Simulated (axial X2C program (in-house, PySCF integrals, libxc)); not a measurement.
# OHfO⁺: bond lengths and stretches, held linear

The task here is to estimate one member of a computed series from the others.

Program: an in-house X2C program for linear molecules on PySCF integrals. Level of theory: all-electron X2C, two-component (2c) or spin-free, O dyall-av3z, Hf dyall-v3z. These are calculated values, not measurements.

All values are calculated.

2 further runs of the same task are left out: 2 set aside as unsound or not needed.

Set-up of the first run:

File task.json:

```json
{"zs": [8, 72, 8], "q": 1, "bas": ["dyall-av3z", "dyall-v3z", "dyall-av3z"], "r0": [1.85, 1.85], "symm": 1, "scan": ["PBE0", "HF", "r2SCAN"], "levels": ["PBE0", "HF", "BHandHLYP"], "nst": 2}
```

Keys: zs atomic numbers; q charge; bas basis sets; r0 starting distance in Å; symm equal bonds; scan levels of the two-bond scan; levels methods; nst determinants followed.

Started as:

```sh
$ python solin.py task.json out
```

Masses O 15.995, Hf 179.947, O 15.995 u.

Among the steps run: Scan at PBE0, 2c; Scan at r2SCAN, 2c; Scan at PBE0, spin-free.

One of the session's tables, all rows but one given; the rest of the session is left out.

```
            level  lower stretch (cm⁻¹)  upper stretch (cm⁻¹)
         PBE0, 2c                     ?                     ?
       r2SCAN, 2c                 652.4                 867.1
  PBE0, spin-free                 540.4                 882.5
r2SCAN, spin-free                 649.3                 867.8
```

**Question.** Estimate the row for PBE0, 2c.

**Answer.** lower stretch (cm⁻¹): 545.3; upper stretch (cm⁻¹): 882.4. In the column «lower stretch (cm⁻¹)» it lies between PBE0, spin-free (540.4) and r2SCAN, spin-free (649.3).

Scans not shown above were run alike.

The lower stretch spreads by more than a fifth over the levels, so it depends strongly on the method. The molecule was held linear; bending was not examined, so a bent shape may lie lower.
